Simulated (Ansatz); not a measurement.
# Cr3N: the cost of one run

Computed with Ansatz 0.2.0 (DFT PBE, scalar-relativistic, plane waves, PAW, unless a step's input says otherwise).

### 1 The structure to begin with

Symmetry: Pmmm, No. 47, orthorhombic system. The conventional cell has a = 2.798 Å, b = 3.413 Å, c = 4.246 Å, α = 90.00°, β = 90.00°, γ = 90.00°. Cr (site symmetry mmm) has 4 Cr at 2.21 Å as nearest neighbours. Cr (site symmetry mmm) has 4 N at 2.21 Å as nearest neighbours. Around N (site symmetry mmm) lie 4 Cr at 2.21 Å.

Coordinates:

```xyz
4
Lattice="2.7982 0.0000 0.0000 0.0000 3.4134 0.0000 0.0000 0.0000 4.2455" Properties=species:S:1:pos:R:3 pbc="T T T"
Cr    1.3991    0.0000    2.1228
Cr    1.3991    1.7067    0.0000
Cr    0.0000    1.7067    2.1228
N     0.0000    0.0000    0.0000
```

The cell was relaxed beforehand at this level, from a database cell with other species swapped in; it needn't be the stable form of this composition. At a tolerance of 0.05 Å it has space group Pmmm (No. 47); it has 10.14 Å³/atom, an uncorrected energy of +0.68 eV/atom over the elements.

### 2 Static run: bands, density of states and charges

Contents of input.yaml:

```yaml
crystal:
  lattice:
    - [2.7981599911, 0.0, 0.0]
    - [0.0, 3.4134034627, 0.0]
    - [0.0, 0.0, 4.2455358161]
  atoms:
    - { symbol: Cr, position: [0.5, 0.0, 0.5], spin: -0.32 }
    - { symbol: Cr, position: [0.5, 0.5, 0.0], spin: -0.63 }
    - { symbol: Cr, position: [0.0, 0.5, 0.5], spin: 0.42 }
    - { symbol: "N", position: [0.0, 0.0, 0.0] }
basis:
  ecutwfc: 420
kpoints:
  mp_grid: { grid: [16, 14, 12] }
  band_path:
    path:
      - [[0.0, 0.0, 0.0], [0.5, 0.0, 0.0], [0.5, 0.5, 0.0], [0.0, 0.5, 0.0], [0.0, 0.0, 0.0], [0.0, 0.0, 0.5], [0.5, 0.0, 0.5], [0.5, 0.5, 0.5], [0.0, 0.5, 0.5], [0.0, 0.0, 0.5]]
      - [[0.5, 0.0, 0.0], [0.5, 0.0, 0.5]]
      - [[0.0, 0.5, 0.0], [0.0, 0.5, 0.5]]
      - [[0.5, 0.5, 0.0], [0.5, 0.5, 0.5]]
    npoints: 14
hamiltonian:
  xc: pbe
scf:
  occupations: { method: gaussian, width: 0.1 }
  n_extra_bands: 10
output:
  forces: true
  stress: true
  eigenvalues: true
  populations: true
  dos: { projected: true, de: 0.02, nscf_kmesh: { grid: [20, 17, 15] } }
  bader: true
  write_density: true
  write_potential: true
  elf: true
  volumetric_format: npy
magnetization:
  spin_polarized: true
checkpoint:
  read: start.run
  write: ck
  compress: false
  write_wavefunctions: false
  write_every: 100000
```

Run with:

```sh
ansatz run input.yaml --threads 1 --pin off --max-ram 2560MiB --backend cpu --events-out ev --progress --plain --runs-dir out
```

What time and memory should one allow on 1 thread of Arm Neoverse V1, shared host?

About 3.1 min, with a peak of 1.1 GiB.
